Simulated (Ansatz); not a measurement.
# CH4ClGe radical: small, medium and large basis sets

How large a basis does CH4ClGe radical need? Two functionals are run in growing sets.

Method: one geometry, several basis sets; program: Ansatz 0.2.0, Gaussian basis.

Levels to be run: PBE0-D4/def2-SVP; ωB97M-V/def2-SVP; PBE0-D4/def2-QZVPP; ωB97M-V/def2-QZVPP; the functionals' def2-TZVPP values are taken from earlier runs.

## Step 1: Structure used throughout

An earlier PBE0-D4 in a triple-zeta def2 set relaxation fixed the geometry.

7 atoms, charge 0, spin multiplicity 2.

Atoms are counted from 1 here; the program's logs count them from 0.

Bond lengths: C1–Ge2 1.911 Å, C1–H4 1.084 Å, C1–H5 1.084 Å, Ge2–Cl3 2.170 Å, Ge2–H6 1.533 Å, Ge2–H7 1.533 Å. Angles: Ge2–C1–H4 121.7°, Ge2–C1–H5 121.7°, H4–C1–H5 116.5°, C1–Ge2–Cl3 108.2°, C1–Ge2–H6 112.1°, C1–Ge2–H7 112.1°, Cl3–Ge2–H6 105.8°, Cl3–Ge2–H7 105.9°, H6–Ge2–H7 112.4°.

## Step 2: PBE0-D4 in def2-SVP

Input file in.yaml:

```yaml
crystal:
  periodic: [false, false, false]
  atoms:
    - {symbol: C, position_ang: [-1.019157, -0.067948, -0.617480]}
    - {symbol: Ge, position_ang: [0.542265, -0.113828, 0.482640]}
    - {symbol: Cl, position_ang: [1.989168, 1.280729, -0.337085]}
    - {symbol: H, position_ang: [-1.118422, -0.701472, -1.491394]}
    - {symbol: H, position_ang: [-1.812269, 0.651648, -0.449854]}
    - {symbol: H, position_ang: [0.256257, 0.369972, 1.908986]}
    - {symbol: H, position_ang: [1.223260, -1.487101, 0.458387]}
basis:
  gaussian: {orbitals: def2-SVP}
magnetization: {spin_polarized: true, initial_magnetization: 1}
hamiltonian: {xc: pbe0, dispersion: d4}
output: {orbitals: {seedname: orbitals}}
```

The run is started by

```console
> ansatz run in.yaml --threads 4 --pin off --events-out ev --progress --plain --max-ram 10444MiB
```

Further steps of the session: ωB97M-V in def2-SVP; PBE0-D4 in def2-QZVPP; ωB97M-V in def2-QZVPP.

Q: Predict the results of all the runs planned. Wanted: PBE0-D4: double and triple zeta above quadruple; ωB97M-V: double and triple zeta above quadruple.

**Answer**, as computed:

```
                                       quantity           value
PBE0-D4: double and triple zeta above quadruple  14.36, 1.66 eV
ωB97M-V: double and triple zeta above quadruple  14.34, 1.61 eV
```

What this shows: PBE0-D4 gains 12.70 eV from double to triple zeta, then 1.66 eV more. These are total energies; as a rule much of such shifts cancels in differences, which this series doesn't test.
